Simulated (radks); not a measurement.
# Sb⁴⁺ in [Kr] 4d9 5s1 4f1: an all-electron calculation

An exercise on one series of results from a longer session: the logs are not shown, and one member is left open.

The numbers are computed with radks (a radial shooting solver on a logarithmic mesh, Libxc functionals) version 1 (scalar-relativistic Kohn-Sham, PBE, spin-unpolarised, spherical densities, finite nucleus), except any that are marked as measured or tabulated.

**Starting point**

* element: antimony (Z = 51)
* charge: +4
* electrons: 47
* configuration: [Kr] 4d9 5s1 4f1
* nuclear rms radius: 4.6802 fm

The outer shells:

Sb⁴⁺
```
[Kr] core
4d [↑↓][↑↓][↑↓][↑↓][↑ ]
5s [↑ ]
4f [↑ ][  ][  ][  ][  ][  ][  ]
```

The first run:

The run's settings:

```text
Z 51
configuration [Kr] 4d9 5s1 4f1 5p0 6s0
relativity scalar-relativistic
functional pbe,pbe
spin unpolarised
nucleus finite rms 4.6802 fm
c 137.035999084
```

One of the session's tables, all rows but one given; the rest of the session is left out.

It belongs to the step «Shells». Sizes of the orbitals, from the radial functions (bohr):

```
level      <r>  outermost maximum (interpolated)  90 % within  nodes
   1s  0.02842                            0.0183       0.0511      0
   2s   0.1226                             0.104        0.189      1
   2p        ?                                 ?            ?      ?
   3s   0.3304                             0.300        0.486      2
   3p   0.3286                             0.293        0.493      1
   3d   0.3052                             0.244        0.480      0
   4s   0.7864                             0.721         1.13      3
   4p   0.8441                             0.760         1.24      2
   4d   0.9911                             0.837         1.51      1
   5s    1.903                              1.74         2.72      4
   5p    2.171                              1.97         3.12      3
   6s    3.804                              3.72         5.31      5
   4f    2.276                              1.81         3.76      0
```

Q: Estimate the row for 2p from the others.

**Answer.** <r>: 0.1071; outermost maximum (interpolated): 0.0830; 90 % within: 0.174; nodes: 0. In the column «<r>» it lies between 1s (0.02842) and 2s (0.1226).
